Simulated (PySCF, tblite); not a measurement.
# CH₂BF₃S− (doublet): geometry, infrared bands and EPR parameters

Aim: predict the infrared bands and EPR parameters of CH₂BF₃S− (doublet) (`[BH2-]SC(F)(F)F`).

Computed with tblite 0.8.0 and PySCF 2.14.0, with density-fitted response routines of our own, on a single molecule in the gas phase. Atoms are numbered from 0 throughout.

## (1) The starting structure

8 atoms, charge -1, multiplicity 2; geometry from: force field or distance geometry start.

Bonds of the start (Å): B0–S1 1.89, S1–C2 1.79, C2–F3 1.40, C2–F4 1.40, C2–F5 1.37, B0–H6 1.19, B0–H7 1.19.

## (2) Optimising the geometry with GFN2-xTB

What the job is given:

```
{"job": {"kind": "relax", "xc": "GFN2-xTB", "basis": "xTB"}, "charge": -1, "multiplicity": 2}
B      1.809200     0.076500     0.093700
S      0.256500    -0.889100    -0.380300
C     -1.270300    -0.113700     0.148500
F     -1.464900     1.155700    -0.397800
F     -2.346200    -0.892900    -0.285800
F     -1.399100    -0.052400     1.508800
H      2.723500    -0.478900    -0.433400
H      1.700500     1.204300    -0.278300
```

Launch:

```
> OMP_NUM_THREADS=1 python probes_run.py task.json out
```

The driver reads the jobs from task.json and runs them one after another.

**Question.** This job is followed by: GFN2-xTB harmonic vibrations, gas phase; UKS B3LYP, pcH-1 on B C F H S, non-relativistic, mean-field spin-orbit, GIAO. What will the session give for the following? strongest single infrared mode (GFN2-xTB); zero-point energy (GFN2-xTB); g(iso) (B3LYP); ⟨S²⟩; largest a(iso).

**Answer**, as computed:

| quantity | value |
| --- | --- |
| strongest single infrared mode (GFN2-xTB) | 991 cm⁻¹, 424 km/mol |
| zero-point energy (GFN2-xTB) | 19.7 kcal/mol |
| g(iso) (B3LYP) | 2.00444 |
| ⟨S²⟩ | 0.754 (exact 0.75) |
| largest a(iso) | 13C on C2, 915.9 MHz |

**Reading.** Over 56 steps the energy fell by 1.257 eV; of the close pairs, S1–C2 changed most, 1.792 to 2.508 Å. The frame itself reshapes: S1···C2 goes from 1.79 to 2.51 Å. All 18 modes are real, so the xTB geometry is a minimum. The strongest single mode, at 991 cm⁻¹, moves mainly C2. Unscaled tight-binding wavenumbers are off by several per cent, some by more. Its intensities can rank the bands wrongly. The structure rearranged or came apart on optimisation; the results belong to the end geometry, not to the formula as drawn. The largest spin populations lie on C2 (0.50 e), S1 (0.42 e). The isotropic g lies 2.1 ppt above the free-electron value. The records flag this anion as possibly unbound in the gas phase, so the basis may hold the extra electron. The conformer search found further structures of the same energy, which may be mirror or relabelled copies of this one.
